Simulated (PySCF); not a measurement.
# CH5BFN: the cost of one run

Programs: PySCF 2.14.0, with density-fitted response routines of our own. Each step states its level of theory. These are calculated values for one molecule in the gas phase, unless marked as measured. Atoms count from 0, in the outputs and in this text.

## Step 1: Starting geometry

9 atoms, charge 0, multiplicity 1; geometry from: GFN2-xTB. The atoms were then displaced at random by about 0.01 Å, so the start is not that level's minimum.

Bonds of the start (Å): C0–B1 1.56, B1–N2 1.38, B1–F3 1.35, C0–H4 1.08, C0–H5 1.12, C0–H6 1.10, N2–H7 1.04, N2–H8 0.98.

## Step 2: Optimising the geometry at PBE0-D3(BJ)/def2-SVP

The job: settings as JSON, then the geometry in Å.

```
{"job": {"xc": "PBE0", "basis": "def2-SVP", "d3": "d3bj", "grid": 1, "shake": 0.01, "kind": "geom"}, "charge": 0, "multiplicity": 1}
C     -1.162030     0.002750    -0.219360
B      0.226770     0.179080     0.472740
N      1.409320    -0.211650    -0.114680
F      0.353150     0.734650     1.693340
H     -1.307350    -0.956990    -0.691060
H     -1.310110     0.770760    -1.016430
H     -1.984110     0.171640     0.484170
H      2.329370    -0.084460     0.352810
H      1.502810    -0.622940    -0.995250
```

Run with:

```sh
$ OMP_NUM_THREADS=1 python probes_run.py task.json out
```

The driver reads the jobs from task.json and runs them one after another.

Q: Estimate the wall time and peak memory of this first job on 1 thread of Arm Neoverse V1, shared host.

About 30 s, with a peak of 0.34 GiB.
